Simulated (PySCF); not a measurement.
# TeI+: bond curves at several levels of theory

The task here is to estimate one member of a computed series from the others.

Computed with PySCF 2.14.0. Level: Te def2-SVP with ECP28, I def2-SVP with ECP28, scalar-relativistic core potentials.

Set-up of the first run:

Settings of the job:

```yaml
atoms: Te, I
charge: 1
basis: Te def2-SVP with ECP28, I def2-SVP with ECP28
Hamiltonian: scalar-relativistic core potentials
basis_functions: 52
electrons_treated: 48
masses_in_u: 129.9062, 126.9045
levels: PBE0, PBE, r²SCAN, BP86, PW91, LDA, HF, MP2, SCS-MP2, CCSD, CCSD(T)
grid: 80 radial by 434 angular points
occupations: held fixed by the projection of orbital angular momentum
dissociation_limit: Te+ + I, each in its ground configuration
starting_distance_in_angstrom: 2.730
values_of_2S_to_try: 0, 2, 4
```

The run is started by

```
OMP_NUM_THREADS=1 python dia.py task.json out
```

Steps of the session up to this table: The job; The PBE0 curve of the state that the search chose; Other states along the same grid; PBE; r²SCAN; BP86; PW91 (GGA); LDA (local density); UHF (mean field); Correlated methods on the Hartree–Fock reference.

One table of the session follows, with a row left open; its other results are not shown here.

Differences from CCSD(T) in the same basis:

| level | Re (mÅ) | ωe (%) |
| --- | --- | --- |
| UHF | -12 | -3.1 |
| UHF-MP2 | ? | ? |
| UHF-SCS-MP2 | -29 | +9.5 |
| UHF-CCSD | -4 | 0.0 |
| LDA | -49 | +8.1 |
| PBE | -17 | +3.1 |
| PW91 | -17 | +3.1 |
| BP86 | -12 | +2.1 |
| r²SCAN | -35 | +6.6 |
| PBE0 | -48 | +9.1 |

Q: Estimate the row for UHF-MP2 from the others.

**Answer.** Re (mÅ): -41; ωe (%): +12.5. In the column «Re (mÅ)» it lies between PBE0 (-48) and r²SCAN (-35).
